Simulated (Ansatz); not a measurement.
**Os: response to strain**

Os is deformed so: equal xx and yy strain of +2 %. What stress and forces result, by LAPW, PAW and all-electron datasets made for the crystal?

Method: DFT PBEsol, scalar-relativistic, in Ansatz 0.2.0.

## 1. The structure to begin with

The structure is cubic, space group Fm-3m (No. 225). The conventional cell has a = 3.890 Å, b = 3.890 Å, c = 3.890 Å, α = 90.00°, β = 90.00°, γ = 90.00°. Around Os (site symmetry m-3m) lie 12 Os at 2.75 Å.

Structure file:

```cif
data_structure
_symmetry_space_group_name_H-M 'P 1'
_symmetry_Int_Tables_number 1
_cell_length_a 2.7506
_cell_length_b 2.7506
_cell_length_c 2.7506
_cell_angle_alpha 60.000
_cell_angle_beta 60.000
_cell_angle_gamma 60.000
_cell_volume 14.72
loop_
_atom_site_label
_atom_site_type_symbol
_atom_site_fract_x
_atom_site_fract_y
_atom_site_fract_z
_atom_site_occupancy
Os1 Os 0.00000 0.00000 0.00000 1
```

## 2. The deformed structure

Space group Fm-3m before, I4/mmm after.

## 3. LAPW, all electrons

File input.yaml:

```yaml
crystal:
  lattice:
    - [0.0, 1.9839, 1.945]
    - [1.9839, 0.0, 1.945]
    - [1.9839, 1.9839, 0.0]
  atoms:
    - { symbol: Os, position: [0.0, 0.0, 0.0] }
kpoints:
  mp_grid: { grid: [14, 14, 14] }
  band_path:
    path:
      - [0.0, 0.0, 0.0]
      - [0.0, 0.5, 0.5]
      - [0.25, 0.75, 0.5]
      - [0.0, 0.5, 0.0]
      - [0.0, 0.0, 0.0]
      - [0.5, 0.5, 0.0]
      - [0.38005, 0.61995, 0.0]
      - [-0.38005, 0.38005, 0.0]
      - [0.0, 0.0, 0.0]
    npoints: 5
scf:
  occupations: { method: fermi_dirac, width: 0.05 }
hamiltonian:
  xc: pbesol
  pseudopotentials: { kind: all_electron, lapw: { basis_error: 0.0005 } }
output:
  forces: true
  stress: true
  eigenvalues: true
```

On the command line:

```sh
> ansatz run input.yaml --threads 1 --pin off --max-ram 3072MiB --backend cpu --events-out ev --progress --plain --runs-dir out
```

## 4. PAW on the default files

File input.yaml:

```yaml
crystal:
  lattice:
    - [0.0, 1.9839, 1.945]
    - [1.9839, 0.0, 1.945]
    - [1.9839, 1.9839, 0.0]
  atoms:
    - { symbol: Os, position: [0.0, 0.0, 0.0] }
kpoints:
  mp_grid: { grid: [14, 14, 14] }
scf:
  occupations: { method: fermi_dirac, width: 0.05 }
hamiltonian:
  xc: pbesol
  pseudopotentials: { kind: paw }
output:
  forces: true
  stress: true
  eigenvalues: true
  efg: { contact_densities: true }
```

## 5. Datasets made for this crystal

input.yaml: that of step 4 with these lines changed.

```diff
@@ -13,3 +13,3 @@
   xc: pbesol
-  pseudopotentials: { kind: paw }
+  pseudopotentials: { kind: all_electron, datasets: crystal }
 output:
```

(Steps that only read results are left out.)

Q: Predict the outcome of this session. Wanted: pressure; largest shear or deviatoric stress.

The runs gave:

| quantity | value |
| --- | --- |
| pressure | LAPW -31.47, PAW -31.52, crystal datasets -31.47 GPa |
| largest shear or deviatoric stress (LAPW) | 3.30 GPa |

What this shows: The largest part of the stress beyond the pressure is 3.30 GPa in size, in the zz component. No run of the undeformed cell stands beside it, so the pressure holds what the given cell had before the change. PAW: stress within 0.05 GPa of LAPW. Crystal datasets: stress within 0.01 GPa of LAPW. Spin-orbit coupling is left out, though the cell holds Os; in elements this heavy it can shift bands and gaps by tenths of an eV.
